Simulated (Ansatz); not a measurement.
# CH6Cl2O2Si2: a dynamics run in two tries

Wanted: a short trajectory, and a check that the input is sound. SMILES of the start: CO[Si](Cl)(Cl)O[SiH3].

Method: RKS LDA/6-31G, in Ansatz 0.2.0.

## 1. The system as given

Bond lengths: Si1–O2 1.647 Å, O2–Si3 1.714 Å, Si3–H4 1.513 Å, Si3–H5 1.510 Å, Si3–H6 1.513 Å, Si1–O7 1.687 Å, O7–C8 1.444 Å, C8–H9 1.108 Å, C8–H10 1.101 Å, C8–H11 1.106 Å, Si1–Cl12 2.134 Å, Si1–Cl13 2.159 Å. Angles (14 of 20 angles, heavy atoms first): Si1–O2–Si3 160.2°, O2–Si1–O7 114.4°, O2–Si1–Cl12 109.9°, O2–Si1–Cl13 108.0°, O7–Si1–Cl12 105.5°, O7–Si1–Cl13 108.5°, Cl12–Si1–Cl13 110.5°, Si1–O7–C8 125.1°, O2–Si3–H4 108.7°, O2–Si3–H5 107.0°, O2–Si3–H6 108.8°, O7–C8–H9 111.1°, O7–C8–H10 106.5°, O7–C8–H11 110.8°.

As a file:

```xyz
13

Si   -0.1369   -0.0849   -0.2727
O    -0.5107   -0.4363    1.2923
Si   -1.3443   -0.4387    2.7904
H    -2.5605   -1.3296    2.6664
H    -0.3876   -0.9784    3.8268
H    -1.7542    0.9796    3.1229
O     1.5177   -0.0132   -0.5945
C     2.3905   -1.1570   -0.7130
H     1.9696   -1.9105   -1.4078
H     3.3441   -0.7819   -1.1152
H     2.5633   -1.6228    0.2752
Cl   -0.9027    1.8385   -0.7892
Cl   -1.0125   -1.6087   -1.5270
```

## 2. First try

Contents of input.yaml:

```yaml
crystal:
  periodic: [false, false, false]
  atoms:
    - { symbol: Si, position_ang: [-0.136909, -0.08492, -0.272672] }
    - { symbol: O, position_ang: [-0.510728, -0.436291, 1.292252] }
    - { symbol: Si, position_ang: [-1.34431, -0.438676, 2.79035] }
    - { symbol: H, position_ang: [-2.560464, -1.329621, 2.666392] }
    - { symbol: H, position_ang: [-0.387556, -0.978395, 3.826811] }
    - { symbol: H, position_ang: [-1.754217, 0.979587, 3.122921] }
    - { symbol: O, position_ang: [1.517731, -0.013184, -0.594497] }
    - { symbol: C, position_ang: [2.390468, -1.157024, -0.71303] }
    - { symbol: H, position_ang: [1.96957, -1.910492, -1.407768] }
    - { symbol: H, position_ang: [3.344122, -0.781937, -1.11515] }
    - { symbol: H, position_ang: [2.563294, -1.622803, 0.275168] }
    - { symbol: Cl, position_ang: [-0.902676, 1.838497, -0.789245] }
    - { symbol: Cl, position_ang: [-1.012524, -1.608741, -1.527032] }
basis:
  gaussian: { orbitals: "6-31G" }
hamiltonian:
  xc: lda
md:
  timestep: 0.5
  n_steps: 25
  ensemble: nvt_langevin
  temperature: 2000.0
  initial_velocities: maxwell_boltzmann
  seed: 968859
  friction: 0.001
  dt: 0.5
```

On the command line:

```bash
$ ansatz run input.yaml --threads 2 --pin off --max-ram 3072MiB --backend cpu --events-out ev --progress --plain --runs-dir out
```

Q: Predict the outcome of this session. Wanted: first try.

As calculated:

| quantity | value |
| --- | --- |
| first try | refused |
| cause | one key bears a name from other programs (dt, n_images) that this one doesn't know |

The fault in the first input was caught at the input check and cost nothing.
